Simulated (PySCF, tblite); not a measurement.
# C₄H₃F₃NO radical: geometry, infrared bands and EPR parameters

Wanted: the infrared bands and EPR parameters of C₄H₃F₃NO radical (`[H]/[C]=C(\C=N/[H])OC(F)(F)F`), by calculation.

Computed with tblite 0.8.0 and PySCF 2.14.0, with density-fitted response routines of our own, on a single molecule in the gas phase. Atoms are numbered from 0 throughout.

### 1 Starting geometry

12 atoms, charge 0, multiplicity 2; geometry from: force field or distance geometry start.

Bonds of the start (Å): C0–C1 1.29, C1–C2 1.48, C2–N3 1.27, C1–O4 1.39, O4–C5 1.42, C5–F6 1.36, C5–F7 1.34, C5–F8 1.35, C0–H9 1.07, C2–H10 1.12, N3–H11 1.03.

### 2 Relaxing the molecule with GFN2-xTB

What the job is given:

```
{"job": {"kind": "relax", "xc": "GFN2-xTB", "basis": "xTB"}, "charge": 0, "multiplicity": 2}
C     -0.484600     1.985800    -0.666200
C     -0.346000     0.788700    -0.213800
C     -1.327000    -0.271200    -0.530300
N     -1.531500    -1.376500     0.071000
O      0.640000     0.639400     0.751200
C      1.432300    -0.518700     0.554500
F      2.644600    -0.306400     1.122700
F      1.632700    -0.792300    -0.744600
F      0.864600    -1.574700     1.172300
H     -0.621900     2.978200    -1.033000
H     -1.987800    -0.042000    -1.400000
H     -0.914200    -1.510800     0.890000
```

Started as:

```bash
> OMP_NUM_THREADS=1 python probes_run.py task.json out
```

One launch serves the whole session: the jobs run in the order shown.

Output:

```text
step      E/eV     max force
  0    -846.60183    3.895
  1    -846.92747    1.348
  2    -846.95011    1.646
  3    -847.00323    0.690
  4    -847.02567    0.563
  5    -847.06593    0.987
  6    -847.08194    0.517
  7    -847.09078    0.306
  8    -847.09717    0.224
  9    -847.10151    0.255
 10    -847.10667    0.237
 11    -847.11163    0.235
 12    -847.11772    0.224
 13    -847.12388    0.240
 14    -847.12994    0.227
 15    -847.13565    0.207
 16    -847.14248    0.255
 17    -847.15292    0.367
 18    -847.16181    0.469
 19    -847.17456    0.508
 20    -847.19333    0.502
 21    -847.21289    0.422
 22    -847.21628    0.406
 23    -847.23082    0.229
 24    -847.24122    0.374
 25    -847.24941    0.302
 26    -847.26231    0.341
 27    -847.27549    0.257
 28    -847.28192    0.189
 29    -847.28608    0.161
 30    -847.29059    0.270
 31    -847.29381    0.287
 32    -847.29778    0.198
 33    -847.30206    0.169
 34    -847.30696    0.201
 35    -847.31254    0.190
 36    -847.31618    0.155
 37    -847.31906    0.144
 38    -847.32306    0.235
 39    -847.32680    0.228
 40    -847.33051    0.203
 41    -847.33397    0.226
 42    -847.33723    0.152
 43    -847.33978    0.152
 44    -847.34189    0.129
 45    -847.34418    0.158
 46    -847.34865    0.254
 47    -847.35700    0.395
 48    -847.36849    0.363
 49    -847.37823    0.315
 50    -847.38662    0.248
 51    -847.38991    0.439
 52    -847.39719    0.162
 53    -847.40195    0.149
 54    -847.40948    0.165
 55    -847.41136    0.144
 56    -847.41259    0.079
 57    -847.41313    0.071
 58    -847.41367    0.067
 59    -847.41441    0.061
 60    -847.41527    0.084
 61    -847.41647    0.105
 62    -847.41810    0.120
 63    -847.42020    0.164
 64    -847.42247    0.120
 65    -847.42410    0.168
 66    -847.42645    0.161
 67    -847.42837    0.125
 68    -847.43023    0.083
 69    -847.43298    0.145
 70    -847.43589    0.155
 71    -847.43863    0.130
 72    -847.43929    0.118
 73    -847.44067    0.105
 74    -847.44126    0.073
 75    -847.44260    0.099
 76    -847.44402    0.144
 77    -847.44570    0.131
 78    -847.44749    0.112
 79    -847.44916    0.114
 80    -847.45051    0.108
 81    -847.45239    0.116
 82    -847.45531    0.168
 83    -847.45892    0.165
 84    -847.46127    0.156
 85    -847.46298    0.080
 86    -847.46360    0.071
 87    -847.46453    0.065
 88    -847.46518    0.077
 89    -847.46583    0.083
 90    -847.46646    0.073
 91    -847.46728    0.071
 92    -847.46820    0.093
 93    -847.46918    0.102
 94    -847.47033    0.101
 95    -847.47175    0.121
 96    -847.47347    0.147
 97    -847.47478    0.183
 98    -847.47772    0.224
 99    -847.48021    0.157
100    -847.48280    0.166
101    -847.48451    0.109
102    -847.48570    0.080
103    -847.48669    0.094
104    -847.48729    0.068
105    -847.48784    0.062
106    -847.48851    0.056
107    -847.48920    0.076
108    -847.48988    0.081
109    -847.49083    0.094
110    -847.49164    0.069
111    -847.49226    0.066
112    -847.49265    0.076
113    -847.49312    0.045
114    -847.49331    0.038
115    -847.49338    0.020
116    -847.49340    0.009
```

Wall time 0.67 s (1 thread of Arm Neoverse V1, shared host); peak memory 0.17 GiB.

Relaxation path: (not every step is listed)

| step | energy from step 0 (eV) | largest force (eV/Å) |
| --- | --- | --- |
| 0 | 0.0000 | 3.8950 |
| 1 | -0.3256 | 1.3477 |
| 2 | -0.3483 | 1.6459 |
| 3 | -0.4014 | 0.6902 |
| 4 | -0.4238 | 0.5626 |
| 5 | -0.4641 | 0.9869 |
| 6 | -0.4801 | 0.5173 |
| 7 | -0.4890 | 0.3060 |
| 8 | -0.4953 | 0.2239 |
| 18 | -0.5600 | 0.4687 |
| 28 | -0.6801 | 0.1891 |
| 38 | -0.7212 | 0.2352 |
| 48 | -0.7667 | 0.3631 |
| 58 | -0.8118 | 0.0666 |
| 68 | -0.8284 | 0.0830 |
| 78 | -0.8457 | 0.1115 |
| 88 | -0.8634 | 0.0765 |
| 98 | -0.8759 | 0.2241 |
| 108 | -0.8881 | 0.0809 |
| 111 | -0.8904 | 0.0662 |
| 112 | -0.8908 | 0.0759 |
| 113 | -0.8913 | 0.0446 |
| 114 | -0.8915 | 0.0377 |
| 115 | -0.8916 | 0.0204 |
| 116 | -0.8916 | 0.0095 |

Distances of close pairs at the start and the end, largest changes first:

| bond | before (Å) | after (Å) | change (Å) |
| --- | --- | --- | --- |
| O4–C5 | 1.417 | 1.322 | -0.095 |
| C2–H10 | 1.116 | 1.082 | -0.034 |
| C2–N3 | 1.275 | 1.243 | -0.031 |
| C1–O4 | 1.388 | 1.416 | +0.029 |
| C1–C2 | 1.478 | 1.501 | +0.023 |
| C5–F8 | 1.349 | 1.330 | -0.018 |
| N3–H11 | 1.034 | 1.016 | -0.018 |
| C5–F6 | 1.356 | 1.340 | -0.016 |

The next job starts from the end point, and lists it.

### 3 Infrared spectrum with GFN2-xTB

What the job is given:

```
{"job": {"kind": "ir", "xc": "GFN2-xTB", "basis": "xTB"}, "charge": 0, "multiplicity": 2}
C      0.213884     1.440625    -0.826383
C     -0.333576     0.388814    -0.305866
C     -1.788862     0.028825    -0.381569
N     -2.309958    -0.982021     0.120837
O      0.353186    -0.607913     0.429537
C      1.653505    -0.443382     0.599147
F      1.979078     0.672306     1.265983
F      2.352561    -0.409113    -0.543383
F      2.119365    -1.468286     1.308108
H     -0.127062     2.271858    -1.393181
H     -2.404573     0.731489    -0.926735
H     -1.706349    -1.623889     0.627479
```

Output:

```text
mode    cm-1     km/mol
  1      40.9      0.14
  2      83.9      0.59
  3     114.2      0.01
  4     132.1      1.24
  5     213.5      1.38
  6     328.0      0.64
  7     373.6      3.17
  8     411.5     22.66
  9     442.8      9.58
 10     498.6     21.34
 11     530.7      7.57
 12     559.1     41.68
 13     628.1     76.28
 14     696.2      2.87
 15     702.8     92.28
 16     746.8     17.48
 17     842.5     47.97
 18     897.3     26.80
 19    1036.6    103.33
 20    1046.7    363.90
 21    1046.8    162.13
 22    1108.9    233.39
 23    1127.6    276.04
 24    1212.9    725.00
 25    1282.5     65.86
 26    1656.9    102.70
 27    1762.6    120.61
 28    3056.8     11.94
 29    3234.2      3.87
 30    3359.0      2.09
```

It took 0.32 s on 1 thread of Arm Neoverse V1, shared host; peak memory 0.17 GiB.

The strongest bands and the atoms that carry them (share of the mass-weighted mode):

| cm⁻¹ | km/mol | atoms |
| --- | --- | --- |
| 1037 | 103.3 | C5 41 %, H10 22 %, H11 20 % |
| 1047 | 363.9 | C5 30 %, H11 23 %, H10 20 % |
| 1047 | 162.1 | C1 34 %, H11 18 %, O4 17 %, C5 10 % |
| 1109 | 233.4 | C5 71 %, F8 18 % |
| 1128 | 276.0 | H11 42 %, H10 20 %, C1 12 % |
| 1213 | 725.0 | C5 65 %, O4 32 % |
| 1657 | 102.7 | C1 41 %, C0 29 %, C2 15 %, N3 10 % |
| 1763 | 120.6 | C2 40 %, N3 32 %, C1 14 %, C0 11 % |

### 4 g tensor and hyperfine couplings: B3LYP/pcH-1

The job, as its differences from that of step 3:

```diff
@@ -1,2 +1,2 @@
-{"job": {"kind": "ir", "xc": "GFN2-xTB", "basis": "xTB"}, "charge": 0, "multiplicity": 2}
+{"job": {"kind": "epr", "basis": "pcH-1"}, "charge": 0, "multiplicity": 2}
 C      0.213884     1.440625    -0.826383
```

Method: UKS B3LYP, pcH-1 on C F H N O, non-relativistic, mean-field spin-orbit, GIAO.

Output:

```text
UKS, coarse grid
  cycle   1  E = -583.42569971  |g| = 7.97e-01
  cycle   2  E = -583.10557389  |g| = 1.29e+00
  cycle   3  E = -583.61836717  |g| = 1.95e-01
  cycle   4  E = -583.63424222  |g| = 8.07e-02
  cycle   5  E = -583.63731700  |g| = 2.23e-02
  cycle   6  E = -583.63753936  |g| = 9.80e-03
  cycle   7  E = -583.63759912  |g| = 4.54e-03
  cycle   8  E = -583.63762402  |g| = 2.11e-03
  cycle   9  E = -583.63763369  |g| = 1.24e-03
  cycle  10  E = -583.63763646  |g| = 7.76e-04
UKS, final grid
  cycle   1  E = -583.63774090  |g| = 1.02e-03
  cycle   2  E = -583.63774046  |g| = 1.66e-03
  cycle   3  E = -583.63774173  |g| = 2.38e-04
  cycle   4  E = -583.63774182  |g| = 2.08e-04
  cycle   5  E = -583.63774195  |g| = 9.59e-05
  cycle   6  E = -583.63774196  |g| = 2.45e-05
E = -583.63774196 Eh   <S^2> = 0.7613 (exact 0.7500)
g shifts (ppm)      1          2          3
  rmc          -165       -165       -165
  gc             26         33         26
  oz_so        -229        285        329
  total        -368        153        190
hyperfine (MHz)  atom isotope    a_iso     a_fc   dipolar eigenvalues
    0   13C     321.20     321.20    -83.86    -59.64    143.51
    1   13C     -43.74     -43.74    -22.66     -2.44     25.10
    2   13C      46.61      46.61     -6.71     -3.34     10.05
    3   14N      -2.81      -2.81     -5.11     -0.97      6.08
    4   17O     -18.79     -18.79    -13.82      4.50      9.32
    5   13C      -0.97      -0.97     -1.26     -0.46      1.72
    6   19F      36.60      36.60    -17.22    -15.04     32.26
    7   19F      37.31      37.31    -17.44    -15.25     32.69
    8   19F      21.29      21.29     -7.43     -5.99     13.42
    9    1H       8.95       8.95    -33.20     -8.31     41.51
   10    1H      -4.54      -4.54     -4.71     -1.60      6.31
   11    1H       6.90       6.90     -3.36     -0.91      4.27
```

Run time: 79 s. Hardware: 1 thread of Arm Neoverse V1, shared host; peak memory 1 GiB.

Principal g values 2.00195, 2.00247, 2.00251; g(iso) = 2.00231, against 2.00232 for a free electron.

Mean a(iso) over the nuclei that a row names, and the largest dipolar term of the row (other rows stand at the frozen geometry):

| nuclei | isotope | a(iso) (MHz) | a(iso) (G, at g = 2.0023) | largest dipolar term (MHz) |
| --- | --- | --- | --- | --- |
| C0 | 13C | 321.2 | 114.6 | 143.5 |
| C2 | 13C | 46.6 | 16.6 | 10.1 |
| C1 | 13C | -43.7 | -15.6 | 25.1 |
| F6, F7, F8 | 19F | 31.7 | 11.3 | 32.7 |
| O4 | 17O | -18.8 | -6.7 | -13.8 |
| H9 | 1H | 9.0 | 3.2 | 41.5 |
| H11 | 1H | 6.9 | 2.5 | 4.3 |
| H10 | 1H | -4.5 | -1.6 | 6.3 |
| N3 | 14N | -2.8 | -1.0 | 6.1 |
| C5 | 13C | -1.0 | -0.3 | 1.7 |

Mulliken spin populations:

| atom | value (e) |
| --- | --- |
| C0 | 1.03 |
| C1 | -0.13 |
| C2 | 0.07 |
| N3 | 0.00 |
| O4 | 0.02 |
| C5 | 0.00 |
| F6 | 0.00 |
| F7 | 0.00 |
| F8 | 0.00 |
| H9 | 0.00 |
| H10 | 0.00 |
| H11 | 0.00 |

In first order the couplings over 0.8 MHz of 19F, 1H, 14N give 96 distinct lines over 43.2 G, if the averaged nuclei exchange fast.

The fields below are evaluated on a grid from the run's orbitals.

ELF in a plane through or near 10 of the atoms.

Ten even steps from '0' (0.00) to '9' (1.00):
```
0000000000000000000000000000
0000000000000000000000000000
0000000000000000000000000000
0000000000000138982000000000
0000000000233589998000000000
0000000000578899996000000000
0000000000389526871000000000
0000000000037415410269850000
0000000001002664433999992000
0000000233334623893899960000
0000000318786875857375100000
0001467774673660258862100000
0001577274048840472469750000
0000247885004204998899861000
0000013542000007998678740000
0000000000000006872123100000
0000000000000000000000000000
0000000000000000000000000000
0000000000000000000000000000
0000000000000000000000000000
```
The map spans 10.5 Å across and 10.3 Å up, centred on the molecule. Atoms in the plane (x, y in Å): C0 (0.2, 1.7), C1 (0.4, 0.4), C2 (1.8, -0.2), N3 (2.1, -1.4), O4 (-0.5, -0.6), C5 (-1.8, -0.3), F8 (-2.6, -1.4), H9 (0.8, 2.6), H10 (2.6, 0.5), H11 (1.3, -2.1).

On the surface of density 0.002 e/bohr³ the electrostatic potential runs, from the 1st to the 99th percentile, from -1.49 V near N3 to 1.77 V near H9.

The spin density lies nearest to C0 70 %; C1 8 % (both signs); H9 8 %.

### 5 Results

```
                                 quantity                  value
strongest single infrared mode (GFN2-xTB)  1213 cm⁻¹, 725 km/mol
             zero-point energy (GFN2-xTB)          41.7 kcal/mol
                           g(iso) (B3LYP)                2.00231
                                     ⟨S²⟩     0.761 (exact 0.75)
       largest a(iso) (averaged by class)   13C on C0, 321.2 MHz
    surface potential, 1st and 99th percentile     -1.49 V and 1.77 V
```

**Reading.** The optimisation took 116 steps and gained 0.892 eV; among the close pairs (by a distance rule), O4–C5 changed most, from 1.417 to 1.322 Å. No mode is imaginary among the 30: a minimum at this level. The strongest single mode, at 1213 cm⁻¹, moves mainly C5. GFN2-xTB is a fitted tight-binding method: band positions and strengths are rough. Its intensities can rank the bands wrongly. Most of the unpaired spin sits on C0 (1.03 e). The isotropic g lies 0.0 ppt below the free-electron value.
